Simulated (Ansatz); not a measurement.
**SnSe (SMILES [Se][Sn]) at BCCD(T)/STO-3G**

What is the energy change on altering one bond length of SnSe at BCCD(T)/STO-3G? 

The results are computed with Ansatz 0.2.0.

57 further runs of the same task are left out: 19 that didn't finish, 38 set aside as unsound or not needed.

## Step 1: The system as given

SnSe: 2 atoms, total charge 0, spin state singlet. SMILES: `[Se][Sn]`. Geometry: relaxed at PBE0-D4/def2-TZVP.

Bond lengths: Se1–Sn2 2.325 Å.

## Step 2: A single-point energy at BCCD(T)/STO-3G

File run.yaml:

```yaml
basis:
  gaussian:
    orbitals: STO-3G
crystal:
  periodic: [false, false, false]
  atoms:
    - symbol: Se
      position_ang: [0.000000, -0.000000, 0.006530]
    - symbol: Sn
      position_ang: [-0.000000, 0.000000, 2.331810]
correlation:
  method: bccd_t
  frozen_orbitals: {Se: 9, Sn: 18}
accuracy: high
scf:
  omitted_lower_state_checks: [cluster_reference, increment]
```

The run is started by

```bash
ansatz run run.yaml --threads 1 --pin off --max-ram 3480MiB --events-out events.jsonl --progress --plain --runs-dir runs
```

Standard output, cut to the lines that bear on the results:

```text
Warning: RAYON_NUM_THREADS=1 ignored (pool sized by the plan → 1); use --threads N
Functional definition: HF
  name "HF"
[...]
711 factors; integrals over basis functions are off by at most 1.8e-8 eV
[...]
mean field -226857.80139870 eV, -8336.8704316616 hartree, gradient 2.7e-8 eV, S^2 0.000000; 0 other end points of the search recorded, 0 dependent functions left out
27 core orbitals not correlated: weight in the atoms' cores, before any rotation towards them, 1.000 or more for the frozen orbitals, at most 0.000 for the correlated occupied ones
reference -226857.80139870 eV, -8336.8704316616 hartree; 15, 15 occupied and 3, 3 virtual orbitals, 711 factors
second order -1.84542292 eV of doubles, -0.00000000 eV of singles
cycle   1  -1.59589968 eV  change    2.5e-1 eV  update   1.6e-1
[...]
cycle  17  -1.92456265 eV  change   -1.9e-9 eV  update   1.1e-9
perturbative correction -0.29302928 eV, -0.0107686275 hartree
Total energy: -226860.01899063 eV, -8336.9519266619 hartree
Checks for a lower state left out: cluster_reference, increment
```

Wall time 1.3 s (1 thread of Arm Neoverse V1, shared host); peak memory 0.11 GiB.

## Step 3: The distorted shape, same level

File in.yaml:

```yaml
crystal:
  periodic: [false, false, false]
  atoms:
    - {symbol: Se, position_ang: [0.000000, -0.000000, -0.574790]}
    - {symbol: Sn, position_ang: [-0.000000, 0.000000, 2.331810]}
basis:
  gaussian: {orbitals: STO-3G}
correlation: {method: bccd_t, frozen_orbitals: {Se: 9, Sn: 18}}
accuracy: high
scf: {omitted_lower_state_checks: [cluster_reference, increment]}
```

The run is started by

```bash
ansatz run in.yaml --threads 1 --pin off --max-ram 3480MiB --events-out events.jsonl --progress --plain --runs-dir runs
```

Standard output, cut to the lines that bear on the results:

```text
Warning: RAYON_NUM_THREADS=1 ignored (pool sized by the plan → 1); use --threads N
[... 2 set-up lines as earlier in the session ...]
[...]
687 factors; integrals over basis functions are off by at most 1.6e-8 eV
[...]
mean field -226854.44243630 eV, -8336.7469920701 hartree, gradient 1.1e-8 eV, S^2 0.000000; 8 other end points of the search recorded, 0 dependent functions left out; unrestricted orbitals would lower it
27 core orbitals not correlated: weight in the atoms' cores, before any rotation towards them, 1.000 or more for the frozen orbitals, at most 0.000 for the correlated occupied ones
reference -226854.44243630 eV, -8336.7469920701 hartree; 15, 15 occupied and 3, 3 virtual orbitals, 687 factors
second order -2.13540264 eV of doubles, -0.00000000 eV of singles
cycle   1  -1.18871492 eV  change    9.5e-1 eV  update   3.6e-1
[...]
cycle  27  -2.37594075 eV  change  -9.8e-10 eV  update  7.1e-10
perturbative correction -0.92942264 eV, -0.0341556520 hartree
Total energy: -226857.74779969 eV, -8336.8684619342 hartree
Checks for a lower state left out: cluster_reference, increment
```

Run time: 3.6 s. Hardware: 1 thread of Arm Neoverse V1, shared host; peak memory 0.12 GiB.

## Step 4: Outcome

At BCCD(T)/STO-3G, 27 core orbitals frozen:

| quantity | value |
| --- | --- |
| first shape: total energy | -8336.95193 Eh |
| first shape: correlation energy (27 core orbitals frozen) | -81.5 mEh |
| first shape: (T) correction | -10.77 mEh |
| distorted shape: total energy | -8336.86846 Eh |
| distorted shape: correlation energy (27 core orbitals frozen) | -121.5 mEh |
| distorted shape: (T) correction | -34.16 mEh |
| energy change with the Se1–Sn2 bond stretched from 2.325 to 2.907 Å | 2.271 eV |

What this shows: With the Se1–Sn2 bond stretched from 2.325 to 2.907 Å the energy rises by 2.27 eV (219 kJ/mol). The first shape isn't relaxed at this level, so the change isn't measured from a minimum. The minimal basis adds a large error of its own. The triples (first shape) make up 13.2 % of the correlation energy. Relativity is left out (first shape) although the molecule holds a heavy atom. The restricted solution (distorted shape) is unstable to spin breaking: an unrestricted one lies lower. The triples (distorted shape) make up 28.1 % of the correlation energy. Relativity is left out (distorted shape) although the molecule holds a heavy atom.
